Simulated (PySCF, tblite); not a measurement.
# C3H6B2Cl2F2: dynamics, then NMR shifts on frames

Aim: move C3H6B2Cl2F2 (`C[C@@H](CB(F)F)B(Cl)Cl`) away from its starting geometry and see how NMR shifts follow the geometry.

Computed with tblite 0.8.0 and PySCF 2.14.0, with density-fitted response routines of our own, on a single molecule in the gas phase. Atoms count from 0, in the outputs and in this text.

**1. The molecule as given**

15 atoms, charge 0, multiplicity 1; geometry from: GFN2-xTB.

Bonds of the start (Å): C0–C1 1.54, C1–C2 1.56, C2–B3 1.58, B3–F4 1.32, B3–F5 1.32, C1–B6 1.60, B6–Cl7 1.71, B6–Cl8 1.71, C0–H9 1.09, C0–H10 1.09, C0–H11 1.09, C1–H12 1.09, C2–H13 1.09, C2–H14 1.09.

**2. A short Langevin run with GFN2-xTB**

Job settings and geometry (Å):

```
{"job": {"kind": "md", "xc": "GFN2-xTB", "basis": "xTB", "temperature": 300, "steps": 2000, "every": 50, "frames": 5}, "charge": 0, "multiplicity": 1}
C     -1.809077    -0.457605     0.151168
C     -0.328626    -0.166716     0.434056
C      0.511195    -0.514374    -0.833613
B      2.056812    -0.309177    -0.576969
F      2.775605    -1.140785     0.147255
F      2.735895     0.723576    -1.031395
B     -0.069274     1.361730     0.845706
Cl    -0.681284     2.630624    -0.125098
Cl     0.861361     1.752550     2.231829
H     -1.941914    -1.499776    -0.127392
H     -2.409174    -0.256400     1.034788
H     -2.171424     0.168381    -0.659726
H      0.001571    -0.836667     1.233815
H      0.300719    -1.554827    -1.087425
H      0.163202     0.107456    -1.658911
```

Method: GFN2-xTB Langevin dynamics, gas phase.

The run is started by

```console
$ OMP_NUM_THREADS=1 python probes_run.py task.json out
```

The driver reads the jobs from task.json and runs them one after another.

What it wrote:

```text
t/fs     T/K      E/eV
    0.0   239.3   -834.76187
   25.0   145.0   -834.47508
   50.0   192.7   -834.36648
   75.0   277.6   -834.44505
  100.0   311.8   -834.51950
  125.0   137.6   -834.38778
  150.0   227.6   -834.46993
  175.0   276.4   -834.45321
  200.0   296.0   -834.36051
  225.0   298.4   -834.41735
  250.0   298.1   -834.44917
  275.0   247.9   -834.37445
  300.0   253.4   -834.27776
  325.0   309.4   -834.32904
  350.0   266.5   -834.18351
  375.0   406.9   -834.39890
  400.0   234.7   -834.31226
  425.0   233.5   -834.37827
  450.0   228.7   -834.34756
  475.0   251.3   -834.47015
  500.0   265.0   -834.44442
  525.0   224.0   -834.32771
  550.0   245.1   -834.39887
  575.0   191.3   -834.33124
  600.0   255.5   -834.46514
  625.0   338.8   -834.51826
  650.0   288.5   -834.26892
  675.0   315.5   -834.25994
  700.0   419.3   -834.42941
  725.0   463.2   -834.57118
  750.0   423.3   -834.29319
  775.0   359.7   -834.39346
  800.0   304.7   -834.42857
  825.0   201.2   -834.33620
  850.0   289.1   -834.38273
  875.0   356.2   -834.35121
  900.0   308.4   -834.34903
  925.0   286.6   -834.34687
  950.0   425.0   -834.43256
  975.0   301.7   -834.40576
 1000.0   291.6   -834.49858
```

Wall time 18 s (1 thread of Intel Xeon Platinum 8488C, shared host); peak memory 0.18 GiB.

Distance from the start (root mean square after alignment): 0 fs 0.00 Å, 200 fs 0.33 Å, 400 fs 0.66 Å, 600 fs 0.72 Å, 800 fs 0.72 Å, 1000 fs 0.78 Å.

Positions (Å) and forces (eV/Å) at 1000 fs:

```xyz
15

C    -1.400   -0.605    1.249    1.240   -1.279    0.573
C    -0.074    0.159    0.940   -0.580   -0.275    0.936
C     0.913   -0.768    0.169   -0.762   -0.366    0.886
B     2.228    0.006   -0.311   -1.565   -1.123   -0.662
F     2.916    0.609    0.598    1.169    0.804    0.815
F     2.799   -0.265   -1.469    0.311    0.170   -0.109
B    -0.279    1.564    0.282    0.478    0.057   -1.026
Cl   -1.646    2.483    0.574   -0.140    0.419   -0.007
Cl    0.957    2.072   -0.941   -0.595   -0.188    0.619
H    -1.131   -1.611    1.690   -0.257    0.998   -0.443
H    -2.120   -0.166    1.928    0.295    0.487   -0.057
H    -1.838   -0.770    0.307   -0.949   -0.386   -0.966
H     0.270    0.386    1.956    0.710   -0.083   -0.005
H     1.181   -1.577    0.881    0.216    0.389   -0.293
H     0.307   -1.296   -0.578    0.427    0.375   -0.261
```

**3. NMR shieldings: 250 fs, PBE0/pcSseg-1**

Job settings and geometry (Å):

```
{"job": {"kind": "nmr", "xc": "PBE0", "basis": "pcSseg-1", "pop": false}, "charge": 0, "multiplicity": 1}
C     -1.952500    -0.185900    -0.848700
C     -0.652300    -0.139300    -0.061200
C      0.535200    -0.225500    -1.000000
B      2.009100    -0.296200    -0.384600
F      2.366800    -0.959800     0.727600
F      3.025600     0.349900    -0.931200
B     -0.471400     1.222400     0.803700
Cl    -1.528300     2.613600     0.474800
Cl     0.710000     1.452900     2.034400
H     -1.983500    -1.003100    -1.560900
H     -2.822700    -0.442400    -0.253500
H     -2.105400     0.771600    -1.324000
H     -0.505800    -0.991900     0.644600
H      0.425900    -1.208000    -1.557400
H      0.556800     0.469100    -1.846100
```

Level: GIAO PBE0/pcSseg-1 NMR shielding, non-relativistic, gas phase.

What it wrote:

```text
coarse grid: 14576 points
cycle   1  E = -1287.0022619264  dE =  9.692e-01  |g| = 7.030e-01  |ddm| = 3.406e+00
cycle   2  E = -1286.9386233712  dE =  6.364e-02  |g| = 9.757e-01  |ddm| = 1.006e+00
cycle   3  E = -1287.0963734029  dE = -1.578e-01  |g| = 6.370e-02  |ddm| = 5.663e-01
cycle   4  E = -1287.0970916712  dE = -7.183e-04  |g| = 3.117e-02  |ddm| = 7.106e-02
cycle   5  E = -1287.0973032468  dE = -2.116e-04  |g| = 6.599e-03  |ddm| = 2.808e-02
cycle   6  E = -1287.0973134349  dE = -1.019e-05  |g| = 1.742e-03  |ddm| = 8.240e-03
cycle   7  E = -1287.0973139655  dE = -5.306e-07  |g| = 5.240e-04  |ddm| = 1.704e-03
final grid: 134976 points
cycle   8  E = -1287.1528145185  dE = -6.879e-05  |g| = 7.277e-03  |ddm| = 2.636e-02
cycle   9  E = -1287.1528104128  dE =  4.106e-06  |g| = 7.943e-03  |ddm| = 1.178e-02
cycle  10  E = -1287.1528254995  dE = -1.509e-05  |g| = 1.005e-03  |ddm| = 6.866e-03
cycle  11  E = -1287.1528256895  dE = -1.900e-07  |g| = 2.725e-04  |ddm| = 1.122e-03
cycle  12  E = -1287.1528257058  dE = -1.629e-08  |g| = 7.523e-05  |ddm| = 2.771e-04
cycle  13  E = -1287.1528257071  dE = -1.232e-09  |g| = 1.966e-05  |ddm| = 7.776e-05
cycle  14  E = -1287.1528257071  dE = -7.867e-11  |g| = 5.263e-06  |ddm| = 1.615e-05
converged SCF energy = -1287.1528257071

GIAO shielding tensors (ppm)
atom      isotropic    diamagn.    paramagn.     s11        s22        s33       span
  0 C      166.662     244.091     -77.428    148.050    164.338    187.599     39.548
  1 C      156.294     248.065     -91.771    142.870    159.167    166.846     23.976
  2 C      163.725     254.656     -90.931    142.244    160.653    188.279     46.036
  3 B       71.548     192.477    -120.930     43.475     80.843     90.326     46.851
  4 F      238.470     470.148    -231.677     49.022    290.552    375.837    326.815
  5 F      226.810     465.537    -238.727     51.026    279.379    350.025    298.999
  6 B       33.383     190.510    -157.128    -13.416     34.532     79.031     92.447
  7 Cl     652.023    1147.567    -495.544    334.706    718.761    902.600    567.894
  8 Cl     666.683    1148.381    -481.698    393.488    716.437    890.123    496.635
  9 H       30.951      29.477       1.474     26.030     29.101     37.721     11.691
 10 H       30.410      28.746       1.665     26.006     27.462     37.763     11.757
 11 H       29.967      29.556       0.411     24.800     30.714     34.388      9.588
 12 H       29.254      31.567      -2.313     25.401     28.688     33.674      8.273
 13 H       29.745      30.268      -0.524     25.411     28.081     35.742     10.331
 14 H       30.555      31.686      -1.131     26.651     29.657     35.357      8.705
```

It took 36 s on 1 thread of Intel Xeon Platinum 8488C, shared host; peak memory 0.87 GiB.

Shifts follow as δ = σ(reference) − σ, with reference shieldings (ppm) from runs at the same level and on the same kind of geometry: 1H TMS 31.72, 13C TMS 186.9, 19F CFCl3 170.9, 11B BF3·OEt2 100.1, 35Cl HCl 950. The references are single molecules in the gas phase, so shifts against H2O, NH3, PH3, H3PO4 or CFCl3 are not on the usual liquid scales and can be off by tens of ppm. Each atom is listed at this fixed geometry, with no averaging over motion; a spectrum would average atoms that exchange fast.

```
atoms                         environment  σ (ppm)  δ (ppm)
   C1                  sp3 CH bonded to B    156.3     30.6
   C2                 sp3 CH2 bonded to B    163.7     23.2
   C0                       methyl carbon    166.7     20.3
  H12   hydrogen on an sp3 CH bonded to B    29.25     2.46
  H13  hydrogen on an sp3 CH2 bonded to B    29.74     1.97
  H11         hydrogen on a methyl carbon    29.97     1.75
  H10         hydrogen on a methyl carbon    30.41     1.31
  H14  hydrogen on an sp3 CH2 bonded to B    30.56     1.16
   H9         hydrogen on a methyl carbon    30.95     0.77
   B6             boron bonded to C, 2 Cl     33.4     66.7
   B3              boron bonded to C, 2 F     71.5     28.5
   F5                fluorine bonded to B    226.8    -55.9
   F4                fluorine bonded to B    238.5    -67.5
  Cl7                chlorine bonded to B      652      298
  Cl8                chlorine bonded to B      667      283
```

Orbitals, density, ELF and potential are computed afterwards from the orbital file.

Frontier orbitals at PBE0/pcSseg-1, with the share of their density that lies nearest to each atom:

| orbital | energy (eV) | lies on |
| --- | --- | --- |
| HOMO | -8.88 | C1 21 %; Cl7, Cl8 about 18 % each; B6 15 % |
| LUMO | -1.57 | B6 59 %; Cl7, Cl8 about 13 % each |

ELF in a plane through or near 7 of the atoms.

Ten even steps from ' ' (0.00) to '@' (1.00):
```
                                                        
                    ......                              
                  ::++****==..                          
                ::**%%%%%%**::    ::--::                
              ::++%%##--####--  ..==++==::              
              --**%%====--%%**--==++++++--              
              ..==%%%%##%%++..  ++==----..              
                    ::------::--++..                    
              ....      ::%%@@@@##..                    
            ..----::==::--++--..##**==**##**::          
            ..--==..%%##**@@**--@@==::##%%##--          
            ..::  ==%%**==**++--++++--++==--            
              ....==++##@@##==  ==@@@@%%--              
                  ..++@@@@@@##  ++@@@@@@##              
                    ++@@@@@@**  ..@@@@@@++              
                      --++::        ..                  
                                                        
                                                        
                                                        
                                                        
```
The map spans 11.3 Å across and 10.5 Å up, centred on the molecule. Atoms in the plane (x, y in Å): C0 (1.8, -0.5), C1 (0.4, 0.1), B3 (-2.2, -0.4), B6 (0.3, 1.6), Cl8 (-1.0, 2.6), H9 (1.9, -1.6), H13 (-0.6, -1.8).

log10 of the density (e/Å³) in the same plane.

Ten even steps from '0' (-4.0) to '9' (1.0):
```
0000000000111100000000000000
0000000123333322111100000000
0000001234555543333221000000
0000002346677654444432000000
0000013457888765555443100000
0000013467898776666543210000
0000013456788887765543210000
0001233445666787765443210000
0002345555556788765544321000
0013456776667788877765431000
0013556798777888889876432000
0013456677778777788765431000
0002345566678766678764321000
0000123345677765577654210000
0000001123456554455542100000
0000000012334332233221000000
0000000000111111111000000000
0000000000000000000000000000
0000000000000000000000000000
0000000000000000000000000000
```
The map spans 11.3 Å across and 10.5 Å up, centred on the molecule. Atoms in the plane (x, y in Å): C0 (1.8, -0.5), C1 (0.4, 0.1), B3 (-2.2, -0.4), B6 (0.3, 1.6), Cl8 (-1.0, 2.6), H9 (1.9, -1.6), H13 (-0.6, -1.8).

On the surface of density 0.002 e/bohr³ the electrostatic potential runs, from the 1st to the 99th percentile, from -0.81 V near F4 to 1.59 V near B3.

**4. NMR shieldings: 425 fs, PBE0/pcSseg-1**

Job settings and geometry (Å):

```
{"job": {"kind": "nmr", "xc": "PBE0", "basis": "pcSseg-1", "pop": false}, "charge": 0, "multiplicity": 1}
C     -1.632800    -0.403400    -0.817200
C     -0.443600    -0.130000     0.031700
C      0.869700    -0.114800    -0.824500
B      2.290100    -0.448300    -0.106400
F      2.398100    -0.970900     1.115100
F      3.412400    -0.264300    -0.748300
B     -0.561600     1.302700     0.730000
Cl    -2.099900     2.106700     0.671200
Cl     0.701300     1.930000     1.761400
H     -1.384100    -1.285000    -1.353600
H     -2.521200    -0.543700    -0.209900
H     -1.921600     0.431800    -1.474800
H     -0.281800    -0.924700     0.820800
H      0.768400    -0.769900    -1.707600
H      0.868000     0.931200    -1.242800
```

With the program's defaults for keys left out, this is: GIAO PBE0/pcSseg-1 NMR shielding, non-relativistic, gas phase.

What it wrote:

```text
coarse grid: 14576 points
cycle   1  E = -1287.0011504544  dE =  9.992e-01  |g| = 6.925e-01  |ddm| = 3.412e+00
cycle   2  E = -1286.9477788184  dE =  5.337e-02  |g| = 9.364e-01  |ddm| = 9.670e-01
cycle   3  E = -1287.0923113776  dE = -1.445e-01  |g| = 6.265e-02  |ddm| = 5.338e-01
cycle   4  E = -1287.0929934479  dE = -6.821e-04  |g| = 2.948e-02  |ddm| = 6.856e-02
cycle   5  E = -1287.0931755987  dE = -1.822e-04  |g| = 6.366e-03  |ddm| = 2.630e-02
cycle   6  E = -1287.0931849095  dE = -9.311e-06  |g| = 1.640e-03  |ddm| = 7.911e-03
final grid: 134976 points
cycle   7  E = -1287.1494569194  dE = -7.760e-05  |g| = 7.639e-03  |ddm| = 2.726e-02
cycle   8  E = -1287.1494503152  dE =  6.604e-06  |g| = 8.947e-03  |ddm| = 1.381e-02
cycle   9  E = -1287.1494700314  dE = -1.972e-05  |g| = 9.819e-04  |ddm| = 8.225e-03
cycle  10  E = -1287.1494702053  dE = -1.740e-07  |g| = 2.817e-04  |ddm| = 1.124e-03
cycle  11  E = -1287.1494702229  dE = -1.760e-08  |g| = 7.377e-05  |ddm| = 2.862e-04
cycle  12  E = -1287.1494702242  dE = -1.285e-09  |g| = 1.577e-05  |ddm| = 7.799e-05
cycle  13  E = -1287.1494702243  dE = -5.002e-11  |g| = 4.549e-06  |ddm| = 1.474e-05
converged SCF energy = -1287.1494702243

GIAO shielding tensors (ppm)
atom      isotropic    diamagn.    paramagn.     s11        s22        s33       span
  0 C      165.112     246.616     -81.505    149.055    164.866    181.414     32.358
  1 C      154.709     250.062     -95.354    134.209    159.615    170.301     36.092
  2 C      161.153     255.089     -93.936    129.035    167.133    187.291     58.256
  3 B       72.232     192.645    -120.412     48.826     80.418     87.453     38.627
  4 F      238.311     470.160    -231.849     47.755    292.709    374.468    326.712
  5 F      234.844     464.813    -229.969     56.506    284.435    363.591    307.084
  6 B       33.390     192.036    -158.645    -12.403     34.156     78.417     90.820
  7 Cl     658.135    1148.004    -489.868    360.282    689.366    924.758    564.476
  8 Cl     678.485    1148.335    -469.851    379.173    734.415    921.866    542.693
  9 H       31.266      30.707       0.558     25.404     30.182     38.212     12.808
 10 H       30.087      30.084       0.002     25.492     28.328     36.439     10.947
 11 H       29.973      30.232      -0.259     26.106     29.646     34.168      8.062
 12 H       29.025      31.615      -2.590     24.373     29.197     33.506      9.133
 13 H       30.659      31.392      -0.732     25.241     30.538     36.199     10.958
 14 H       29.729      31.286      -1.557     25.714     29.719     33.754      8.040
```

Run time: 28 s. Hardware: 1 thread of Intel Xeon Platinum 8488C, shared host; peak memory 0.97 GiB.

Key values: δ C1 32.2, C2 25.8, C0 21.8, B6 66.7, H12 2.69, H14 1.99 ppm.

[end of part 1 of 2]
